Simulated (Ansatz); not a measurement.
# Cl2GaH4N: the cost of one run

Method: RKS r2SCAN/def2-SVP, in Ansatz 0.2.0.

### Step 1. Starting point

Bond lengths: Ga1–Cl3 2.240 Å, Ga1–Cl4 2.240 Å, Ga1–N5 2.230 Å, N5–H6 1.060 Å, N5–H7 1.060 Å. Angles: Cl3–Ga1–Cl4 120.0°, Cl3–Ga1–N5 97.0°, Cl4–Ga1–N5 101.2°, Ga1–N5–H6 120.0°, Ga1–N5–H7 120.0°, H6–N5–H7 120.0°.

Coordinates:

```xyz
8

Ga    0.0000    0.0000    0.0000
H     0.0000    0.0000    1.9200
Cl    1.9398    0.0000   -1.1200
Cl   -1.9398    0.0000   -1.1200
N     0.0932   -2.1142    0.7032
H    -0.4251   -2.8722    0.1737
H     0.6559   -2.3611    1.5669
H     0.0454   -1.0306    1.8459
```

### Step 2. Pulling towards end A

Springs on the bonds that form and break draw the guess towards this end; the thresholds are loose.

input.yaml reads:

```yaml
crystal:
  periodic: [false, false, false]
  atoms:
    - { symbol: Ga, position_ang: [0.0, 0.0, 0.0] }
    - { symbol: H, position_ang: [0.0, 0.0, 1.92] }
    - { symbol: Cl, position_ang: [1.9398, 0.0, -1.12] }
    - { symbol: Cl, position_ang: [-1.9398, 0.0, -1.12] }
    - { symbol: "N", position_ang: [0.0932, -2.1142, 0.7032] }
    - { symbol: H, position_ang: [-0.4251, -2.8722, 0.1737] }
    - { symbol: H, position_ang: [0.6559, -2.3611, 1.5669] }
    - { symbol: H, position_ang: [0.0454, -1.0306, 1.8459] }
basis:
  gaussian: { orbitals: def2-SVP }
hamiltonian:
  xc: r2scan
relax:
  f_tol: 0.15
  max_steps: 25
  restrain:
    - { distance: [0, 4], at: 3.13, k: 30.0 }
    - { distance: [7, 1], at: 1.86, k: 30.0 }
    - { distance: [0, 1], at: 1.57, k: 30.0 }
    - { distance: [7, 4], at: 1.06, k: 30.0 }
output:
  orbitals: {}
```

The run is started by

```bash
> ansatz run input.yaml --threads 4 --pin off --max-ram 5120MiB --backend cpu --events-out ev --progress --plain --runs-dir out
```

**Question.** How long does this run take on 4 threads of Arm Neoverse V2, shared host, and how much memory does it need?

About 24 s, with a peak of 0.18 GiB.
